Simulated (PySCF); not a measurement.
# GdH3O3 (Gd(OH)3): the cost of one run

Method: PBE0, Gd lcecp-1-SVP with ECP53, O def2-SVP, H def2-SVP; scalar-relativistic core potentials, no spin–orbit coupling; program: PySCF 2.14.0.

3 further runs of the same task are left out: 1 for a known fault of the program, 2 that didn't finish.

## (1) The system as given

7 atoms, charge 0, spin multiplicity 1.

Bond lengths: Gd1–O2 2.176 Å, Gd1–O4 2.176 Å, Gd1–O6 2.176 Å, O2–H3 0.966 Å, O4–H5 0.966 Å, O6–H7 0.966 Å. Angles: O2–Gd1–O4 120.0°, O2–Gd1–O6 120.0°, O4–Gd1–O6 120.0°, Gd1–O2–H3 158.7°, Gd1–O4–H5 158.7°, Gd1–O6–H7 158.7°.

As a file:

```xyz
7
GdH3O3
Gd    0.0000    0.0000    0.0000
O     2.1758    0.0000    0.0000
H     3.0758    0.0000    0.3500
O    -1.0879    1.8843    0.0000
H    -1.5379    2.6637    0.3500
O    -1.0879   -1.8843    0.0000
H    -1.5379   -2.6637    0.3500
```

Formal oxidation states: Gd +3. Each metal's 7 4f electrons lie in its core potential, so multiplicities, spins and levels count the valence alone.

## (2) SCF at the start, singlet

Contents of run.py (the lines that set the calculation):

```python
mol = gto.M(atom='''
Gd     0.00000     0.00000     0.00000
O      2.17580     0.00000     0.00000
H      3.07580     0.00000     0.35000
O     -1.08790     1.88430     0.00000
H     -1.53790     2.66370     0.35000
O     -1.08790    -1.88430     0.00000
H     -1.53790    -2.66370     0.35000''',
    basis={'Gd': 'lcecp-1-SVP', 'O': 'def2-SVP', 'H': 'def2-SVP'},
    ecp={'Gd': 'lcecp-1-SVP'},
    charge=0, spin=0)
mf = dft.RKS(mol, xc='PBE0')
mf.grids.atom_grid = (50, 194)  # f atoms: unpruned, at least (60, 302)
mf = mf.density_fit()  # fitting sets: Gd AutoAux, O def2-universal-JKFIT, H def2-universal-JKFIT
mf.conv_tol = 1e-08; mf.max_cycle = 55
mf.kernel(dm0)  # dm0: free metal ions and neutral atoms
```

Started as:

```console
$ OMP_NUM_THREADS=2 python run.py
```

What time and memory should one allow on 2 threads of AMD EPYC 9R45 (Zen 5), shared host?

About 1.5 s, with a peak of 0.51 GiB.
